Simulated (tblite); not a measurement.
# C3H11AsSi: the cost of one run

The runs use tblite 0.8.0 and PySCF 2.14.0, with density-fitted response routines of our own; the level of theory stands in each step. All values are computed, except where a source is named. Atoms count from 0, in the outputs and in this text.

**1. The starting structure**

16 atoms, charge 0, multiplicity 1; geometry from: force field or distance geometry start.

Bonds of the start (Å): C0–C1 1.51, C1–C2 1.49, C1–As3 1.94, As3–Si4 2.27, C0–H5 1.10, C0–H6 1.11, C0–H7 1.12, C1–H8 1.13, C2–H9 1.11, C2–H10 1.13, C2–H11 1.08, As3–H12 1.57, Si4–H13 1.48, Si4–H14 1.46, Si4–H15 1.48.

**2. Optimising the geometry with GFN2-xTB**

What the job is given:

```
{"job": {"kind": "relax", "xc": "GFN2-xTB", "basis": "xTB"}, "charge": 0, "multiplicity": 1}
C     -1.955800     0.540000     0.492800
C     -0.841400    -0.460400     0.287900
C     -0.660400    -0.855200    -1.136700
As     0.727100     0.271900     1.154600
Si     2.550800     0.615100    -0.144400
H     -1.475800     1.515700     0.676500
H     -2.604400     0.536400    -0.409700
H     -2.511200     0.300500     1.429900
H     -1.143800    -1.389900     0.852900
H     -0.763200    -1.961300    -1.203100
H     -1.563300    -0.450000    -1.677800
H      0.218400    -0.463300    -1.632800
H      1.025300    -0.348100     2.567900
H      3.721400    -0.085600     0.421200
H      2.427400     0.174700    -1.532800
H      2.841400     2.068400    -0.157800
```

Run with:

```bash
OMP_NUM_THREADS=1 python probes_run.py task.json out
```

The driver reads the jobs from task.json and runs them one after another.

**Question.** How long does this first job take on 1 thread of Arm Neoverse N1, shared host?

About 1.4 s.
